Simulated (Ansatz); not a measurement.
This script makes an all-electron equation of state of MoPt, space group P-6m2 with the Ansatz DFT code, driven from Python.

The script, `eos_lapw_mopt.py`:
```python
"""All-electron equation of state of MoPt."""

import ansatz as az
from ase.eos import EquationOfState
from ase.units import GPa
import numpy as np

vectors0 = np.array([
    [2.821475, 0.0, 0.0],
    [-1.410737, 2.443469, 0.0],
    [0.0, 0.0, 4.527088],
])
sites = [
    ("Mo", [2 / 3, 1 / 3, 0.0]),
    ("Pt", [1 / 3, 2 / 3, 0.5]),
]


def crystal_on(cell):
    crystal = az.Crystal(lattice=az.Lattice.of(cell))
    for symbol, position in sites:
        crystal = crystal.atom(symbol, position)
    return crystal


def main() -> None:
    volumes, energies = [], []
    for scale in np.linspace(0.92, 1.08, 5):
        cell = vectors0 * scale ** (1 / 3)
        calc = crystal_on(cell).calculation()
        calc = calc.functional(az.Functional.PBESOL).occupations(az.OccupationsMethod.GAUSSIAN, width=0.05)
        calc = calc.kpoints(12, 12, 7)
        calc = calc.pseudopotentials("all_electron", lapw=True)
        rep = calc.run().report
        volumes.append(abs(np.linalg.det(cell)) / len(sites))
        energies.append(rep["free_energy_ev"] / len(sites))
        print(f"{scale:.3f} {volumes[-1]:9.4f} A^3/atom {energies[-1]:16.5f} eV/atom  (estimated basis error {1000 * rep['lapw_basis_errors']['total_ev_per_atom']:.2f} meV/atom)")
    v0, e0, bulk = EquationOfState(volumes, energies, eos="birchmurnaghan").fit()
    print(f"V0 = {v0:.4f} A^3/atom, B0 = {bulk / GPa:.1f} GPa")


if __name__ == "__main__":
    main()
```

From its runs, with one value withheld:

| V (Å³/atom) | F less the lowest row shown (meV/atom) |
| --- | --- |
| 14.357 | 26.95 |
| 14.981 | 0.00 |
| 15.605 | 21.27 |
| 16.230 | 80.49 |
| 16.854 | ? |

What is the missing energy at 16.854 Å³ an atom?

A third-order Birch-Murnaghan fit, E = E0 + (9 V0 B0 / 16) [(t - 1)³ B' + (t - 1)² (6 - 4t)] with t = (V0/V)^(2/3), through the 4 rows shown gives V0 = 14.993 Å³, B0 = 294.5 GPa, B' = 4.76 and E0 = -0.01 meV. At V = 16.854 Å³, t = 0.92497, and the fit extrapolates to 169.54 meV. The run gave 169.42 meV, a miss of 0.13 meV.

Shape and fractional positions are held along the curve, so the bulk modulus is an upper value where they are free to relax, by a factor of two or more in layered or hydrogen-bonded cells. Spin-orbit coupling, which matters for elements this heavy, is left out. The structure comes from a database of computed cells and needn't be a stable or known phase. Wall time of the script: 6.1 min on 1 thread of Arm Neoverse V1, with other jobs on the host, peak memory 0.61 GiB.
